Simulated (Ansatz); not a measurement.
# CH7GaSi (SMILES [CH3][GaH][SiH3]) at PBE-QIDH/6-31G(d) (spherical functions)

Aim: the vertical singlet–triplet gap of CH7GaSi at PBE-QIDH/6-31G* (spherical functions), from 2 runs. 

The results are computed with Ansatz 0.2.0.

71 further runs of the same task are left out: 71 set aside as unsound or not needed.

### 1 Starting point

CH7GaSi has 10 atoms, charge 0, and is taken as a singlet. As SMILES, `[CH3][GaH][SiH3]`. The shape is that of a PBE0-D4/def2-TZVP optimisation.

Bond lengths: C1–Ga2 1.971 Å, Ga2–Si3 2.419 Å, C1–H4 1.090 Å, C1–H5 1.094 Å, C1–H6 1.093 Å, Ga2–H7 1.578 Å, Si3–H8 1.492 Å, Si3–H9 1.489 Å, Si3–H10 1.492 Å. Some angles: C1–Ga2–Si3 120.8°, C1–Ga2–H7 118.1°, Si3–Ga2–H7 121.0°, Ga2–C1–H4 113.1°, Ga2–C1–H5 109.2°, Ga2–C1–H6 110.1°, Ga2–Si3–H8 110.2°, Ga2–Si3–H9 114.2°, Ga2–Si3–H10 110.2°, H4–C1–H5 108.5°.

### 2 The energy at PBE-QIDH/6-31G(d) (spherical functions)

Contents of input.yaml:

```yaml
crystal:
  periodic: [false, false, false]
  atoms:
    - symbol: C
      position_ang: [-1.123300, 1.394100, -0.619200]
    - symbol: Ga
      position_ang: [0.561500, 0.659300, 0.093300]
    - symbol: Si
      position_ang: [0.786700, -1.705300, 0.550700]
    - symbol: H
      position_ang: [-1.924300, 0.656600, -0.670400]
    - symbol: H
      position_ang: [-0.947000, 1.785400, -1.626000]
    - symbol: H
      position_ang: [-1.454200, 2.236500, -0.005700]
    - symbol: H
      position_ang: [1.759600, 1.654600, 0.346000]
    - symbol: H
      position_ang: [0.531000, -2.496200, -0.688800]
    - symbol: H
      position_ang: [2.125000, -2.100900, 1.069700]
    - symbol: H
      position_ang: [-0.231700, -2.135100, 1.553300]
basis:
  gaussian: {orbitals: 6-31G_st_-spherical.json}
hamiltonian: {xc: {name: PBE-QIDH}}
correlation: {frozen_orbitals: {C: 1, Ga: 9, H: 0, Si: 5}}
accuracy: high
output: {orbitals: {seedname: orbitals}}
```

The basis set 6-31G* is read from a file made from the Basis Set Exchange's data (not shown).

The run is started by

```console
ansatz run input.yaml --threads 1 --pin off --max-ram 3480MiB --events-out events.jsonl --progress --plain --runs-dir runs
```

The log of the run:

```text
Warning: RAYON_NUM_THREADS=1 ignored (pool sized by the plan → 1); use --threads N
Functional definition: PBE-QIDH
  name "PBE-QIDH"
  parameter a = 3^(-1/3)
  parameter c = 1/3
  exchange = (1 - a)*pbe_x + a*exact_x
  correlation = (1 - c)*pbe_c + c*(mp2_os + mp2_ss)
1761 factors; integrals over basis functions are off by at most 7.4e-9 eV
mean field evaluation 1: about -61367.2558 eV, gradient 2.7e1 eV
mean field evaluation 2: about -61367.3201 eV, gradient 2.7e1 eV
mean field evaluation 4: about -61369.2506 eV, gradient 2.1e0 eV
mean field evaluation 8: about -61369.2645 eV, gradient 2.6e-2 eV
mean field evaluation 16: about -61369.2645 eV, gradient 2.0e-6 eV
mean field -61369.26454277 eV, -2255.2788743653 hartree, gradient 3.6e-8 eV, S^2 0.000000; 0 other end points of the search recorded, 0 dependent functions left out
15 core orbitals not correlated: weight in the atoms' cores, before any rotation towards them, 1.000 or more for the frozen orbitals, at most 0.000 for the correlated occupied ones
reference -61369.26454424 eV, -2255.2788744193 hartree; 14, 14 occupied and 49, 49 virtual orbitals, 1761 factors
second order -13.90028992 eV of doubles, -0.00000000 eV of singles
Total energy: -61373.89797421 eV, -2255.4491498302 hartree
```

Run time: 13 s. Hardware: 1 thread of Arm Neoverse V1, shared host; peak memory 0.27 GiB.

### 3 The triplet

Contents of in.yaml:

```yaml
crystal:
  periodic: [false, false, false]
  atoms:
    - {symbol: C, position_ang: [-1.123300, 1.394100, -0.619200]}
    - {symbol: Ga, position_ang: [0.561500, 0.659300, 0.093300]}
    - {symbol: Si, position_ang: [0.786700, -1.705300, 0.550700]}
    - {symbol: H, position_ang: [-1.924300, 0.656600, -0.670400]}
    - {symbol: H, position_ang: [-0.947000, 1.785400, -1.626000]}
    - {symbol: H, position_ang: [-1.454200, 2.236500, -0.005700]}
    - {symbol: H, position_ang: [1.759600, 1.654600, 0.346000]}
    - {symbol: H, position_ang: [0.531000, -2.496200, -0.688800]}
    - {symbol: H, position_ang: [2.125000, -2.100900, 1.069700]}
    - {symbol: H, position_ang: [-0.231700, -2.135100, 1.553300]}
basis:
  gaussian: {orbitals: 6-31G_st_-spherical.json}
magnetization: {spin_polarized: true, initial_magnetization: 2}
hamiltonian: {xc: {name: PBE-QIDH}}
correlation: {frozen_orbitals: {C: 1, Ga: 9, H: 0, Si: 5}}
accuracy: high
output: {orbitals: {seedname: orbitals}}
```

The basis set 6-31G* is read from a file made from the Basis Set Exchange's data (not shown).

The run is started by

```console
ansatz run in.yaml --threads 1 --pin off --max-ram 3480MiB --events-out events.jsonl --progress --plain --runs-dir runs
```

The log of the run:

```text
Warning: RAYON_NUM_THREADS=1 ignored (pool sized by the plan → 1); use --threads N
Functional definition: PBE-QIDH
  name "PBE-QIDH"
  parameter a = 3^(-1/3)
  parameter c = 1/3
  exchange = (1 - a)*pbe_x + a*exact_x
  correlation = (1 - c)*pbe_c + c*(mp2_os + mp2_ss)
1761 factors; integrals over basis functions are off by at most 7.4e-9 eV
mean field evaluation 1: about -61363.1000 eV, gradient 1.9e1 eV
mean field evaluation 2: about -61363.1770 eV, gradient 1.9e1 eV
mean field evaluation 4: about -61365.3196 eV, gradient 1.8e0 eV
mean field evaluation 8: about -61365.3714 eV, gradient 3.9e-1 eV
mean field evaluation 16: about -61365.3793 eV, gradient 6.2e-3 eV
mean field evaluation 32: about -61365.3794 eV, gradient 5.2e-7 eV
mean field -61365.37935057 eV, -2255.1360961855 hartree, gradient 4.6e-8 eV, S^2 2.005230; 2 other end points of the search recorded, 0 dependent functions left out
15 core orbitals not correlated: weight in the atoms' cores, before any rotation towards them, 1.000 or more for the frozen orbitals, at most 0.000 for the correlated occupied ones
reference -61365.37935233 eV, -2255.1360962500 hartree; 15, 13 occupied and 48, 50 virtual orbitals, 1761 factors
second order -13.87429763 eV of doubles, -0.00000000 eV of singles
Total energy: -61370.00411820 eV, -2255.3060532612 hartree
```

Run time: 28 s. Hardware: 1 thread of Arm Neoverse V1, shared host; peak memory 0.42 GiB.

### 4 What came out

At PBE-QIDH/6-31G* (spherical functions), 15 core orbitals frozen:

| quantity | value |
| --- | --- |
| singlet: total energy | -2255.44915 Eh |
| singlet: HOMO energy (SCF part's orbitals) | -8.96 eV |
| singlet: LUMO energy (SCF part's orbitals) | -0.15 eV |
| singlet: HOMO–LUMO gap (SCF part's orbitals) | 8.81 eV |
| triplet: total energy | -2255.30605 Eh |
| triplet: HOMO energy (SCF part's orbitals) (highest over α and β) | -4.99 eV |
| triplet: LUMO energy (SCF part's orbitals) (lowest over α and β) | -3.80 eV |
| triplet: ⟨S²⟩ | 2.005 |
| vertical energy of the triplet above the singlet | 3.894 eV |

At this shape the triplet lies 3.89 eV (90 kcal/mol) above the singlet.
